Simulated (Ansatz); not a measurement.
Task: a band structure of W, space group Pbcm, with the Ansatz DFT code, driven from Python. Give the script and its output. Level of theory: PBEsol, PAW, the default cutoff (420 eV here), 8×5×5 k-points, Methfessel-Paxton smearing of 0.1 eV.

`w.vasp`
```text
W
1.0
   2.80966200    0.00000000    0.00000000
   0.00000000    4.86387000    0.00000000
   0.00000000    0.00000000    4.92369500
W
4
Direct
   0.79317200    0.56315700    0.25000000
   0.20682800    0.06315700    0.25000000
   0.20682800    0.43684300    0.75000000
   0.79317200    0.93684300    0.75000000
```

The script, `bands_w.py`:
```python
"""Bands of W along a path through the zone."""

import warnings

import ansatz as az
from ase.io import read
import numpy as np

warnings.simplefilter("ignore", az.DeckWarning)

atoms = read("w.vasp", format="vasp")
material = az.Crystal.from_ase(atoms)

# high-symmetry points in fractions of the reciprocal vectors
path = [
    ("G", (0.0, 0.0, 0.0)),
    ("X", (0.5, 0.0, 0.0)),
    ("S", (0.5, 0.5, 0.0)),
    ("Y", (0.0, 0.5, 0.0)),
    ("G", (0.0, 0.0, 0.0)),
]
calc = (
    material.calculation()
    .functional("PBEsol")
    .kpoints(spacing=0.29)
    .occupations("Methfessel-Paxton", width=0.1)
    .band_structure([point for _, point in path], intervals=6)
    .scf(extra_bands=8)
)
outcome = calc.run(threads=1, backend="cpu")
report = outcome.report

print("%-22s %14.5f eV" % ("F = E - TS", report["free_energy_ev"]))
print("%-22s %14.5f eV" % ("E", report["internal_energy_ev"]))
print("%-22s %14.5f eV" % ("Harris-Foulkes", report["harris_foulkes_ev"]))
print("%-22s %14.5f eV" % ("Fermi level", report["fermi_energy_ev"]))

bands = outcome.band_structure()
fermi = bands.fermi_energy_ev
print(f"zero of the bands: {fermi:.3f} eV, the Fermi level found on the SCF mesh")
for spin, channel in enumerate(bands.channels):
    levels = channel.eigenvalues_ev - fermi
    crossing = [b for b in range(levels.shape[1]) if levels[:, b].min() < 0 < levels[:, b].max()]
    print(f"channel {spin}: bands that cross the Fermi level on this path:", [b + 1 for b in crossing] or "none")
    shown = crossing or sorted(np.argsort(np.abs(levels).min(axis=0))[:2])
    for k, row in zip(bands.kpoints_frac, levels[:, shown]):
        print(f"{k[0]:7.3f} {k[1]:7.3f} {k[2]:7.3f}  ", " ".join(f"{e:8.3f}" for e in row))
```

```console
$ python bands_w.py
F = E - TS               -41024.10314 eV
E                        -41024.10099 eV
Harris-Foulkes           -41024.10314 eV
Fermi level                  20.68876 eV
zero of the bands: 20.689 eV, the Fermi level found on the SCF mesh
channel 0: bands that cross the Fermi level on this path: [27, 28, 29, 30]
  0.000   0.000   0.000     -0.376   -0.356   -0.312   -0.156
  0.083   0.000   0.000     -0.413   -0.368   -0.363   -0.168
  0.167   0.000   0.000     -0.549   -0.299   -0.041    0.128
  0.250   0.000   0.000     -0.828   -0.638   -0.317    0.253
  0.333   0.000   0.000     -1.238   -0.870   -0.198    0.336
  0.417   0.000   0.000     -1.213   -1.177    0.254    0.284
  0.500   0.000   0.000     -1.281   -1.068    0.092    0.192
  0.500   0.083   0.000     -1.218   -1.040    0.063    0.159
  0.500   0.167   0.000     -1.054   -0.912   -0.000    0.068
  0.500   0.250   0.000     -0.829   -0.683   -0.051   -0.048
  0.500   0.333   0.000     -0.585   -0.451   -0.139   -0.074
  0.500   0.417   0.000     -0.364   -0.292   -0.183   -0.108
  0.500   0.500   0.000     -0.215   -0.215   -0.199   -0.199
  0.417   0.500   0.000     -0.247   -0.247   -0.174   -0.174
  0.333   0.500   0.000     -0.664   -0.664   -0.028   -0.028
  0.250   0.500   0.000     -1.148   -1.148    0.318    0.318
  0.167   0.500   0.000     -0.692   -0.692    0.301    0.301
  0.083   0.500   0.000     -0.071   -0.071    0.182    0.182
  0.000   0.500   0.000      0.307    0.307    0.346    0.346
  0.000   0.417   0.000     -0.208    0.234    0.257    0.846
  0.000   0.333   0.000     -0.569    0.059    0.078    0.758
  0.000   0.250   0.000     -0.505   -0.124   -0.060    0.285
  0.000   0.167   0.000     -0.338   -0.262   -0.163   -0.060
  0.000   0.083   0.000     -0.377   -0.347   -0.253   -0.205
  0.000   0.000   0.000     -0.376   -0.356   -0.312   -0.156
```

Total energies depend on the potentials; only differences at equal settings carry meaning. A total without «per atom» is that of the whole cell that was run. The computed bands are complete only to about 3.1 eV above the Fermi level. The mesh is modest for a metal, so energies can be off by several to tens of meV an atom and pressures by half a GPa or more; differences at equal mesh fare better. Only differences from the Fermi energy are physical; the zero of the scale is a convention. Spin-orbit coupling, which matters for elements this heavy, is left out. This isn't the structure that W takes at ambient conditions. Levels are Kohn-Sham eigenvalues on this mesh, without spin-orbit coupling. The whole script took 8.4 s on 1 thread of Arm Neoverse V1, with other jobs on the host, peak memory 0.43 GiB.
